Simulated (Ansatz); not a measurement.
GaGe: relaxation of cell and atoms with PBE

The system is GaGe.

```
CELL_PARAMETERS angstrom
0.00000 2.89784 2.89784
2.89784 0.00000 2.89784
2.89784 2.89784 0.00000
ATOMIC_POSITIONS crystal
Ge 0.00000 0.00000 0.00000
Ga 0.25000 0.25000 0.25000
```

The cell comes from a database or a generator and needn't be the stable form of this composition.

```
Program               : Ansatz 0.2.0
Task                  : relaxation of cell and atoms
Functional            : PBE
Potentials or basis   : Ansatz PAW
Cutoff                : 420 eV (not typed: the program's choice for these potentials)
k mesh                : 8 × 8 × 8
Occupations           : fermi-dirac, width 0.05 eV
Spin                  : no spin polarisation
Target pressure       : 20 GPa
Target pressure (GPa) : 20
```

- Relaxed volume: 19.22 Å³/atom
- Relaxed cell: a = 3.788 Å, b = 3.788 Å, c = 3.788 Å, α = 60.00°, β = 60.00°, γ = 60.00°
- Space group after relaxing (to 0.05 Å): F-43m (No. 216)
- Energy change on relaxing (the enthalpy is what falls): +260.0 meV/atom
- Ionic steps: 6
- Pressure after relaxing: 20.0 GPa
- Band gap on the k mesh: none (metal or under the smearing width)

Step by step:
```
step  energy change (eV)  largest force (eV/Å)  volume (Å³)
   1              0.0000                0.0000        48.67
   2              0.1986                0.0000        41.89
   3              0.7048                0.0000        37.10
   4              0.4979                0.0000        38.61
   5              0.5180                0.0000        38.44
   6              0.5200                0.0000        38.44
```

Final structure:
```yaml
crystal:
  lattice:
    - [0.00000, 2.67878, 2.67878]
    - [2.67878, 0.00000, 2.67878]
    - [2.67878, 2.67878, 0.00000]
  atoms:
    - { symbol: Ge, position: [0.00000, 0.00000, 0.00000] }
    - { symbol: Ga, position: [0.25000, 0.25000, 0.25000] }
```

Levels at points of the mesh, in eV from the Fermi level:
```csv
k point,band 10,band 11,band 12,band 13,band 14,band 15,band 16,band 17,band 18
"(0.00, 0.00, 0.00)",-14.47,-12.03,2.21,2.21,2.21,4.54,4.87,4.87,4.87
"(0.00, 0.00, -0.50)",-14.46,-9.35,-6.31,0.49,0.49,3.30,5.85,5.85,8.65
"(0.00, -0.50, -0.50)",-14.45,-7.96,-6.49,-1.68,-1.68,2.36,2.60,13.42,13.42
```

Wall time 9.1 s on 2 threads of Arm Neoverse V2 (shared host), peak memory 0.34 GiB.

Caveat: the volume moved by over 15 % at a fixed basis, so the end points are rough; the plane-wave basis is chosen anew once the cell has moved, so the energies of steps on either side of that aren't comparable.
